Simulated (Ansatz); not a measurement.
# AlCl2H5OSi: the cost of one run

Method: RKS BLYP-D4/def2-SVP, in Ansatz 0.2.0.

## 1. The system as given

Bond lengths: Al1–Cl3 2.230 Å, Al1–Cl4 2.230 Å, Al1–O5 2.080 Å, O5–Si6 1.680 Å, Si6–H7 1.460 Å, Si6–H8 1.460 Å, Si6–H9 1.460 Å. Angles: Cl3–Al1–Cl4 120.0°, Cl3–Al1–O5 97.0°, Cl4–Al1–O5 101.2°, Al1–O5–Si6 125.0°, O5–Si6–H7 109.5°, O5–Si6–H8 109.5°, O5–Si6–H9 109.5°, H7–Si6–H8 109.4°, H7–Si6–H9 109.4°, H8–Si6–H9 109.4°.

As a file:

```xyz
10

Al    0.0000    0.0000    0.0000
H     0.0000    0.0000    1.9100
Cl    1.9312    0.0000   -1.1150
Cl   -1.9312    0.0000   -1.1150
O     0.0869   -1.9720    0.6559
Si   -0.6831   -3.2686   -0.0846
H     0.2217   -4.4137   -0.1261
H    -1.8799   -3.6221    0.6732
H    -1.0612   -2.8984   -1.4453
H     0.0439   -0.9965    1.8084
```

## 2. A restrained relaxation towards end A

Springs on the bonds that form and break draw the guess towards this end; the thresholds are loose.

File input.yaml:

```yaml
crystal:
  periodic: [false, false, false]
  atoms:
    - { symbol: Al, position_ang: [0.0, 0.0, 0.0] }
    - { symbol: H, position_ang: [0.0, 0.0, 1.91] }
    - { symbol: Cl, position_ang: [1.9312, 0.0, -1.115] }
    - { symbol: Cl, position_ang: [-1.9312, 0.0, -1.115] }
    - { symbol: O, position_ang: [0.0869, -1.972, 0.6559] }
    - { symbol: Si, position_ang: [-0.6831, -3.2686, -0.0846] }
    - { symbol: H, position_ang: [0.2217, -4.4137, -0.1261] }
    - { symbol: H, position_ang: [-1.8799, -3.6221, 0.6732] }
    - { symbol: H, position_ang: [-1.0612, -2.8984, -1.4453] }
    - { symbol: H, position_ang: [0.0439, -0.9965, 1.8084] }
basis:
  gaussian: { orbitals: def2-SVP }
hamiltonian:
  xc: blyp
  dispersion: d4
relax:
  f_tol: 0.15
  max_steps: 25
  restrain:
    - { distance: [0, 4], at: 2.98, k: 30.0 }
    - { distance: [9, 1], at: 1.86, k: 30.0 }
    - { distance: [0, 1], at: 1.56, k: 30.0 }
    - { distance: [9, 4], at: 1.01, k: 30.0 }
```

Launch:

```sh
$ ansatz run input.yaml --threads 4 --pin off --max-ram 5120MiB --backend cpu --events-out ev --progress --plain --runs-dir out
```

What time and memory should one allow on 4 threads of Arm Neoverse V2, shared host?

About 20 s, with a peak of 0.17 GiB.
